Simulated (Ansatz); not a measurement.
**CdAu: a line through a two-coordinate scan**

An exercise on one series of results from a longer session: the logs are not shown, and one member is left open.

Program: Ansatz 0.2.0. Level of theory: DFT PBEsol, scalar-relativistic, plane waves, PAW. These are calculated values, not measurements.

16 further runs of the same task are left out: 16 set aside as unsound or not needed.

### The structure to begin with

Symmetry: P-6m2, No. 187, hexagonal system. Conventional cell: a = 3.029 Å, b = 3.029 Å, c = 4.602 Å, α = 90.00°, β = 90.00°, γ = 120.00°. Around Cd (site symmetry -6m2) lie 6 Au at 2.89 Å and 6 Cd at 3.03 Å. Around Au (site symmetry -6m2) lie 6 Cd at 2.89 Å and 6 Au at 3.03 Å.

Coordinates:

```cif
data_structure
_symmetry_space_group_name_H-M 'P 1'
_symmetry_Int_Tables_number 1
_cell_length_a 3.0288
_cell_length_b 3.0288
_cell_length_c 4.6015
_cell_angle_alpha 90.000
_cell_angle_beta 90.000
_cell_angle_gamma 120.000
_cell_volume 36.56
loop_
_atom_site_label
_atom_site_type_symbol
_atom_site_fract_x
_atom_site_fract_y
_atom_site_fract_z
_atom_site_occupancy
Cd1 Cd 0.00000 0.00000 0.00000 1
Au1 Au 0.33333 0.66667 0.50000 1
```

It goes back to an entry of the Materials Project, which need not be the stable form.

It is the result of an earlier relaxation at this level (volume 18.28 Å³/atom; gap on the mesh: none (metal)).

### What is varied

The energy is mapped over volume and the cell's shape.

The axes are (1) volume per atom: 7 values from 15.35 to 21.20 Å³; (2) c/a of the conventional cell: 7 values from 1.266 to 1.823.

Nothing else is relaxed (symmetry fixes all fractional coordinates). Energies count from the relaxed crystal. Points are written as (first, second).

Set-up of the first run:

Contents of input.yaml:

```yaml
crystal:
  lattice:
    - [2.7445346031, 0.0, 0.0]
    - [-1.3722673016, 2.3768366879, 0.0]
    - [0.0, 0.0, 4.7074257513]
  atoms:
    - { symbol: Cd, position: [0.0, 0.0, 0.0] }
    - { symbol: Au, position: [0.3333333333, 0.6666666667, 0.5] }
basis:
  ecutwfc: 420
kpoints:
  mp_grid: { grid: [18, 18, 12] }
hamiltonian:
  xc: pbesol
scf:
  occupations: { method: gaussian, width: 0.15 }
output:
  forces: true
  stress: true
  eigenvalues: true
  write_density: true
  write_potential: true
  elf: true
  volumetric_format: npy
```

Launch:

```bash
> ansatz run input.yaml --threads 1 --pin off --max-ram 2048MiB --backend cpu --events-out ev --progress --plain --runs-dir out
```

Among the steps run: Point (15.35 Å³, 1.715); Point (16.33 Å³, 1.715); Point (17.30 Å³, 1.715); Point (18.28 Å³, 1.715); Point (20.23 Å³, 1.715); The run at (21.20 Å³, 1.715).

One of the session's tables, all rows but one given; the rest of the session is left out.

```
volume per atom (Å³)  energy (meV/atom)  slope (meV/atom per Å³)  pressure (GPa)
               15.35                276                     −203            32.6
               16.33                127                     −109            17.5
               17.30                  ?                        ?               ?
               18.28                 35                        2            −0.4
               19.25                 54                       34            −5.5
               20.23                 98                       56            −9.0
               21.20                160                       70           −11.2
```

Q: Estimate the row for volume per atom (Å³) = 17.30 from the others.

Worked estimate for «energy (meV/atom)». A straight line through the neighbours (16.33, 127) and (18.28, 35) gives 127 + (35 − 127) × (17.30 − 16.33) / (18.28 − 16.33) = 81; a parabola fitted to 4 rows on both sides gives 53.

As computed: energy (meV/atom): 54; slope (meV/atom per Å³): −44; pressure (GPa): 7.0. In «energy (meV/atom)» the line misses by +27 and the parabola by -1.

Energies count from the relaxed crystal. Rows without a step come from runs not printed here or follow by symmetry. Slopes come from the forces (and the stress, where the cell changes), not from differences of energies.

The lowest point of the line is at 18.28 Å³, 35 meV/atom from the zero. A fit to energies and slopes at the lowest point and its two neighbours puts the minimum at 18.221 Å³, with a curvature of about 40 meV/atom per (Å³)². V·d²E/dV² there is about 120 GPa, a bulk modulus under this line's constraint. The well is lopsided: two grid steps out, the energy rises by 92 meV/atom towards smaller values and 63 meV/atom towards larger ones. The highest point computed, at 15.35 Å³, lies 241 meV/atom above the lowest. This is one cut through a surface in two coordinates; the map's lowest point lies off it. The runs treat Au without spin-orbit coupling.
